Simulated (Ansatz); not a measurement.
# C2HCr (sextet): geometry and frequencies at several levels

An exercise on one series of results from a longer session: the logs are not shown, and one member is left open.

Computed with Ansatz 0.2.0 (the levels named in each step, unless a step's input says otherwise).

## The system as given

Bond lengths: C1–C2 1.212 Å, C2–Cr3 1.924 Å, C1–H4 1.057 Å. Angles: C1–C2–Cr3 180.0°, C2–C1–H4 180.0°.

As a file:

```xyz
4

C     0.0000    0.0000   -0.8231
C     0.0000    0.0000    0.3892
Cr    0.0000    0.0000    2.3134
H     0.0000    0.0000   -1.8796
```

The first run:

input.yaml

```yaml
crystal:
  periodic: [false, false, false]
  atoms:
    - { symbol: C, position_ang: [0.0, 0.0, -0.8353618] }
    - { symbol: C, position_ang: [0.0, 0.0, 0.40542475] }
    - { symbol: Cr, position_ang: [0.0, 0.0, 2.34833145] }
    - { symbol: H, position_ang: [0.0, 0.0, -1.9183944] }
magnetization:
  spin_polarized: true
  initial_magnetization: 5
basis:
  gaussian: { orbitals: def2-TZVPP }
hamiltonian:
  xc: pbe0
  dispersion: d4
relax:
  f_tol: 0.002
  max_steps: 150
```

The run is started by

```
$ ansatz run input.yaml --threads 2 --pin off --max-ram 5120MiB --backend cpu --events-out ev --progress --plain --runs-dir out
```

Among the steps run: Relaxation, PBE0-D4/def2-TZVPP; Frequencies, PBE0-D4/def2-TZVPP; Relaxation, PBE-D4/def2-TZVPP; Frequencies, PBE-D4/def2-TZVPP; Relaxation, r2SCAN-D4/def2-TZVPP; Frequencies, r2SCAN-D4/def2-TZVPP; Relaxation, B3LYP-D4/def2-TZVPP; Frequencies, B3LYP-D4/def2-TZVPP; Relaxation, B2PLYP/def2-TZVPP.

One table of the session follows, with a row left open; its other results are not shown here.

| level | C1–C2 (Å) | C2–Cr3 (Å) | rotational constants (MHz) | dipole (D) | highest frequency (cm⁻¹) |
| --- | --- | --- | --- | --- | --- |
| PBE0-D4/def2-TZVPP | 1.2168 | 1.9832 | 3859.5 | 4.00 | 3455 |
| PBE-D4/def2-TZVPP | ? | ? | ? | ? | ? |
| r2SCAN-D4/def2-TZVPP | 1.2209 | 1.9625 | 3907.1 | 3.43 | 3442 |
| B3LYP-D4/def2-TZVPP | 1.2164 | 1.9874 | 3849.4 | 3.83 | 3447 |
| B2PLYP/def2-TZVPP | 1.2226 | 1.9958 | 3816.3 | 4.30 | - |

**Question.** Estimate the row for PBE-D4/def2-TZVPP.

**Answer.** C1–C2 (Å): 1.2294; C2–Cr3 (Å): 1.9492; rotational constants (MHz): 3925.4; dipole (D): 3.28; highest frequency (cm⁻¹): 3373. In the column «C1–C2 (Å)» it is the highest.
